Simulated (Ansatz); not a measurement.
Born–Oppenheimer molecular dynamics of a periodic cell of 28 atoms, Zr₈Al₄HC (surface Zr2Al(001), adsorbate C2H2). It goes on from the last frame of an earlier run, with new velocities.

Level of theory: DFT PBE-D3(BJ), scalar-relativistic, plane waves, PAW (Ansatz 0.2.0). Settings: cutoff 420 eV, k mesh 2x2x1, fermi-dirac smearing 0.1 eV, no spin polarisation.

```yaml
ensemble: NVT, Nosé–Hoover chain
time_step: 0.5 fs
steps_asked: 300
set_temperature: 1800 K
thermostat: time constant 100 fs, chain length 5
atoms_held: 2, 4, 6, 7, 9, 11
seed: 757896
```

First frame:

```xyz
28
Lattice="6.8469 0.0000 0.0000 0.0000 6.8469 0.0000 0.0000 0.0000 22.4098" Properties=species:S:1:pos:R:3
Zr 0.959 2.170 3.508
Zr 5.810 2.387 1.000
Zr 5.933 4.497 3.416
Zr 1.037 4.460 1.000
Al -0.042 0.051 5.016
Al 0.000 0.000 2.344
Zr 4.460 5.810 1.000
Zr 2.398 5.747 3.499
Zr 2.387 1.037 1.000
Zr 4.474 0.940 3.611
Al 3.423 3.423 2.344
Al 3.425 3.491 4.915
Zr 1.176 2.365 9.112
Zr 5.731 2.498 6.137
Zr 5.517 4.553 9.058
Zr 0.891 4.582 6.322
Al 0.177 -0.019 10.198
Al 0.056 0.109 7.786
Zr 4.586 5.635 6.153
Zr 2.381 5.509 8.821
Zr 2.602 0.786 6.299
Zr 4.532 0.937 9.200
Al 3.480 3.201 7.645
Al 3.194 3.391 10.531
C 3.864 5.725 10.443
C 5.217 6.276 10.793
H 3.040 6.024 11.203
H 5.441 6.410 11.866
```

Q: What does the run give?

A: All steps were run.

| Item | Value |
| --- | --- |
| steps done | 300 |
| time covered | 150 fs |
| mean temperature over the second half | 1502 K |
| spread of the potential energy over the second half | 13.9 meV per atom |
| mean potential energy of the second half above the start | 72.6 meV per atom |

The conserved energy stayed within 0.082 meV per atom of its start (net change 0.049 meV per atom), so the integration is sound. The mean temperature of the second half is 17 % below the set value. A run of 0.15 ps of so small a system gives no equilibrium averages. Limits of this set-up: coarse k mesh, slab without dipole correction.

Q: What happens to the structure?

A: Mean squared displacements from the first frame to the last: Zr 0.16 Å², Al 0.23 Å², C 0.53 Å², H 0.42 Å². This is one draw of velocities; another would differ in detail.

Q: How do temperature and energy run in time?

A: 
```csv
time (fs),T (K),potential energy less start (eV),conserved less start (meV/atom)
0.0,1800,0.000,0.00
7.5,1785,0.045,0.02
15.0,1563,0.677,0.05
22.5,1323,1.363,0.02
30.0,1175,1.802,0.02
37.5,1180,1.816,0.01
45.0,1204,1.789,0.00
52.5,1166,1.958,0.05
60.0,1166,2.030,0.05
67.5,1115,2.259,0.04
75.0,1120,2.345,0.01
82.5,1190,2.263,0.04
90.0,1353,1.945,0.00
97.5,1399,1.980,0.04
105.0,1521,1.808,0.01
112.5,1615,1.726,0.04
120.0,1790,1.414,-0.01
127.5,1769,1.643,0.01
135.0,1700,1.982,0.03
142.5,1514,2.624,0.01
150.0,1393,3.060,0.05
```

Run time: 16 min on 4 threads of Intel(R) Xeon(R) 6975P-C (Granite Rapids), with other jobs on the host, peak memory 3.5 GiB.
